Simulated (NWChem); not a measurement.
# AlH2I (SMILES [H][Al]([H])[I]): levels of theory compared

We compute a comparison of 6 runs (HF/3-21G, HF/def2-SVP, TPSS/def2-TZVP, B2PLYP/def2-SVP, PBE0/def2-SVP, MP2/3-21G) of AlH2I. 

Program for the calculation: NWChem 7.3.0.

## (1) Starting point

AlH2I has 4 atoms, charge 0, and is taken as a singlet. SMILES: `[H][Al]([H])[I]`. The shape comes from GFN2-xTB, which is rough for such elements, and wasn't checked as a minimum.

Bond lengths: Al1–I4 2.507 Å, Al1–H2 1.536 Å, Al1–H3 1.536 Å. Angles: H2–Al1–I4 121.9°, H3–Al1–I4 121.9°, H2–Al1–H3 116.2°.

## (2) Energy and gradient at HF/3-21G (run 1)

The input, m1.nw:

```
start m1
title "AlH2I hf"
memory total 2200 mb

geometry noautosym nocenter noautoz
  Al       0.113430       0.189630       0.001250
  H        1.649170       0.216880       0.010570
  H       -0.589150       1.555320      -0.022240
  I       -1.173450      -1.961840       0.010420
end

basis "ao basis" spherical bse
  Al library 3-21G
  H library 3-21G
  I library 3-21G
end

scf
  thresh 1e-08
  maxiter 80
end

task scf gradient
```

Run with:

```
$ nwchem m1.nw > m1.out
```

Standard output:

```text
[...]
  functions       =    48
[...]
  wavefunction    = RHF
[...]
         Total SCF energy =  -7129.081230044266
      One-electron energy = -10153.703107244242
      Two-electron energy =   2854.294902573649
 Nuclear repulsion energy =    170.326974626328
        Time for solution =      1.9s
[...]
                         RHF ENERGY GRADIENTS
    atom               coordinates                        gradient
                 x          y          z           x          y          z
   1 Al      0.214352   0.358349   0.002362   -0.002640  -0.004407   0.000208
   2 H       3.116479   0.409844   0.019974   -0.016971   0.005904  -0.000275
   3 H      -1.113332   2.939129  -0.042028    0.013233  -0.012165   0.000168
   4 I      -2.217499  -3.707340   0.019691    0.006378   0.010667  -0.000101
[...]
```

Run time: 3.6 s. Hardware: 1 thread of Intel Xeon 6975P-C (Granite Rapids), shared host; peak memory 0.094 GiB.

## (3) Energy and forces at HF/def2-SVP (core potential) (run 2)

The input, alh2i.nw:

```
start alh2i
title "AlH2I"
memory 2200 mb

geometry units angstrom noautosym nocenter noautoz
  Al     0.113430     0.189630     0.001250
  H      1.649170     0.216880     0.010570
  H     -0.589150     1.555320    -0.022240
  I     -1.173450    -1.961840     0.010420
end

basis "ao basis" spherical bse
  Al library def2-SVP
  H library def2-SVP
  I library def2-SVP
end

ecp bse
  I library def2-SVP
end

scf
  thresh 1e-08
  maxiter 80
end

task scf gradient
```

Run with:

```
$ nwchem alh2i.nw > alh2i.out
```

Standard output:

```text
[...]
  functions       =    54
[...]
  wavefunction    = RHF
[...]
         Total SCF energy =   -539.704608324092
      One-electron energy =  -1025.601170828617
      Two-electron energy =    400.714243241886
 Nuclear repulsion energy =     85.182319262639
        Time for solution =      3.5s
[...]
                         RHF ENERGY GRADIENTS
    atom               coordinates                        gradient
                 x          y          z           x          y          z
   1 Al      0.214352   0.358349   0.002362    0.003358   0.005621   0.000209
   2 H       3.116479   0.409844   0.019974   -0.011112   0.005757  -0.000241
   3 H      -1.113332   2.939129  -0.042028    0.010331  -0.007073   0.000073
   4 I      -2.217499  -3.707340   0.019691   -0.002577  -0.004305  -0.000040
[...]
```

Wall time 5.4 s (1 thread of Intel Xeon 6975P-C (Granite Rapids), shared host); peak memory 0.099 GiB.

Runs 3 to 4 aren't shown in full; the table further down has their settings and results.

## (4) Energy and forces at PBE0/def2-SVP (core potential) (run 5)

The input, nw.nw:

```
start nw
title "AlH2I"
memory stack 880 mb heap 220 mb global 1100 mb
charge 0
geometry units angstroms noautosym nocenter noautoz
 Al     0.113430     0.189630     0.001250
 H      1.649170     0.216880     0.010570
 H     -0.589150     1.555320    -0.022240
 I     -1.173450    -1.961840     0.010420
end
basis spherical bse
 Al library def2-SVP
 H library def2-SVP
 I library def2-SVP
end
ecp bse
 I library def2-SVP
end
dft
 xc pbe0
 mult 1
 grid xfine
 convergence energy 1e-08
 maxiter 100
 mulliken
end
task dft gradient
```

Run with:

```
$ nwchem nw.nw > nw.out
```

Standard output:

```text
[...]
          Wavefunction type:  closed shell.
          No. of atoms     :     4
          No. of electrons :    40
[...]
          Charge           :     0
          Spin multiplicity:     1
[...]
          AO basis - number of functions:    54
[...]
              XC Information
              --------------
                         PBE0 Method XC Functional
                     Hartree-Fock (Exact) Exchange  0.250
          PerdewBurkeErnzerhof Exchange Functional  0.750
            Perdew 1991 LDA Correlation Functional  1.000 local
           PerdewBurkeErnz. Correlation Functional  1.000 non-local
[...]
 d= 0,ls=0.0,diis     1   -541.1602630177 -6.26D+02  1.30D-02  1.21D-01     1.0
[...]
 d= 0,ls=0.0,diis     8   -541.1839164168 -1.85D-10  1.32D-07  1.74D-11     6.6
         Total DFT energy =     -541.183916416834
      One electron energy =    -1025.959619663654
           Coulomb energy =      441.129292644984
    Exchange-Corr. energy =      -41.535908660803
 Nuclear repulsion energy =       85.182319262639
[...]
  wavefunction    = closed shell
                         DFT ENERGY GRADIENTS
    atom               coordinates                        gradient
                 x          y          z           x          y          z
   1 Al      0.214352   0.358349   0.002362    0.006758   0.011304   0.000128
   2 H       3.116479   0.409844   0.019974   -0.014198   0.005385  -0.000242
   3 H      -1.113332   2.939129  -0.042028    0.011463  -0.009966   0.000135
   4 I      -2.217499  -3.707340   0.019691   -0.004023  -0.006723  -0.000021
[...]
```

Wall time 9 s (1 thread of Intel Xeon 6975P-C (Granite Rapids), shared host); peak memory 0.13 GiB.

## (5) Energy and forces at MP2/3-21G (run 6)

The input, alh2i.nw:

```
start alh2i
title "AlH2I"
memory total 2200 mb

geometry units bohr noautosym nocenter noautoz
Al   0.21435163   0.35834877   0.00236216
H    3.11647963   0.40984380   0.01997441
H   -1.11333215   2.93912884  -0.04202751
I   -2.21749912  -3.70734030   0.01969095
end

basis spherical bse
* library 3-21G
end

scf
thresh 1e-08
maxiter 80
noprint "final vectors analysis"
end

mp2
freeze core 23
tight
end

task mp2 gradient
```

Run with:

```
$ nwchem alh2i.nw > alh2i.out
```

Standard output:

```text
[...]
  functions       =    48
[...]
  wavefunction    = RHF
[...]
         Total SCF energy =  -7129.081230056094
      One-electron energy = -10153.703082730874
      Two-electron energy =   2854.294890348699
 Nuclear repulsion energy =    170.326962326081
        Time for solution =      1.9s
[...]
          Total MP2 energy         -7129.143376846567
[...]
                         mp2 ENERGY GRADIENTS
    atom               coordinates                        gradient
                 x          y          z           x          y          z
   1 Al      0.214352   0.358349   0.002362   -0.000680  -0.001131   0.000161
   2 H       3.116480   0.409844   0.019974   -0.020255   0.005243  -0.000283
   3 H      -1.113332   2.939129  -0.042028    0.014204  -0.015370   0.000223
   4 I      -2.217499  -3.707340   0.019691    0.006731   0.011257  -0.000101
[...]
```

Wall time 6.6 s (1 thread of Intel Xeon 6975P-C (Granite Rapids), shared host); peak memory 0.11 GiB.

## (6) Overview of the runs

| run | level | core potential | iteration cap | energy (Eh) | dipole moment (D) | HOMO energy (eV) | LUMO energy (eV) | wall time |
| --- | --- | --- | --- | --- | --- | --- | --- | --- |
| 1 | HF/3-21G | – | 80 | -7129.081230 | 2.02 | -10.02 | 0.58 | 3.6 s |
| 2 | HF/def2-SVP (core potential) | def2-SVP | 80 | -539.704608 | 1.25 | -10.17 | 0.85 | 5.4 s |
| 3 | TPSS/def2-TZVP (core potential) | def2-TZVP | 100 | -541.299092 | – | – | – | 25 s |
| 4 | B2PLYP/def2-SVP (core potential) | def2-SVP | 100 | -540.883589 | 1.03 | -8.53 | -0.85 | 7.2 s |
| 5 | PBE0/def2-SVP (core potential) | def2-SVP | 100 | -541.183916 | 0.94 | -7.67 | -1.91 | 9 s |
| 6 | MP2/3-21G | – | 80 | -7129.143377 | 1.48 | – | – | 6.6 s |

## (7) Summary of results

| quantity | value |
| --- | --- |
| run 6: total energy | -7129.14338 Eh |
| run 6: dipole moment (of the density that the program reports) | 1.48 D |
| run 6: correlation energy (23 core orbitals frozen) | -62.1 mEh |
| run 6: largest force on an atom | 1.076 eV/Å |

**Reading.** Over runs 1, 2, 4, 5, 6 the dipole moment (its size) runs from 0.94 D (PBE0/def2-SVP) to 2.02 D (HF/3-21G). The two ends differ in method and basis and core potential. Over runs 1, 2, 4, 5 the HOMO–LUMO gap runs from 5.76 eV (PBE0/def2-SVP) to 11.02 eV (HF/def2-SVP). Exact exchange widens orbital gaps. Totals of different functionals can't be ranked against each other. Some runs of one species differ in core potentials or relativity; totals across that change don't compare. In runs 1, 6 relativity is left out where basis or elements ask for it. All runs together took 56 s, the longest 25 s.
